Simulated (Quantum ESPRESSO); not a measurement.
# TaVN2 under changes of volume

One of the cells (9.990 Å³/atom); the others are scaled copies at fixed shape and fractional positions:

```
Ta V N
1.0
     3.04987    0.00000    0.00000
     0.00000    3.04987    0.00000
     0.00000    0.00000    4.29606
Ta V N
1 1 2
Cartesian
  0.0000 0.0000 0.0000
  1.5249 1.5249 2.1480
  1.5249 1.5249 0.0000
  0.0000 0.0000 2.1480
```

The cell comes from a database or a generator and needn't be the stable form of this composition.

* Program: Quantum ESPRESSO 7.5
* Functional: LDA
* Potentials or basis: GBRV 1.5 LDA
* Cutoff: 762 eV
* Density cutoff: 6095 eV
* k mesh: 9 × 9 × 6
* Occupations: fermi-dirac, width 0.05 eV
* Spin: collinear spin, ferromagnetic start
* Starting moments: [0.0, 2.0, 0.0, 0.0] μB

| volume (Å³/atom) | energy over the lowest point (meV/atom) | pressure (GPa) | moment (μB per cell) |
| --- | --- | --- | --- |
| 9.391 | 0.00 | 1.0 | 0.00 |
| 9.591 | 3.42 | -6.5 | 0.00 |
| 9.790 | 15.65 | -13.2 | 0.00 |
| 9.990 | 35.78 | -19.2 | 0.00 |
| 10.190 | 62.72 | -24.3 | 0.33 |
| 10.390 | ? | ? | ? |
| 10.590 | 133.75 | -32.6 | 0.77 |

Problem. What does the run at 10.390 Å³/atom give?

Solution. Energy over the lowest point 95.69 meV/atom; pressure -28.7 GPa; moment 0.59 μB per cell.

Worked out: A Birch-Murnaghan fit of order 3 (a polynomial in V^(-2/3)) to the other rows has its minimum at 9.42 Å³/atom with B0 = V·E''(V) = 377 GPa and B' = 5.3 at fixed shape and positions, which overstates the stiffness. It gives 95.63 meV/atom at 10.390 Å³/atom, against the run's 95.69, and -dE/dV = -28.5 GPa, against -28.7. A parabola through the other rows of the moment, of slope 1.33 μB per Å³/atom there, gives 0.48 μB, against the run's 0.59. The fit is too stiff a form for this range.

Energies are extrapolated to zero smearing.

Caveats: the cell as given lies far from equilibrium (some runs).
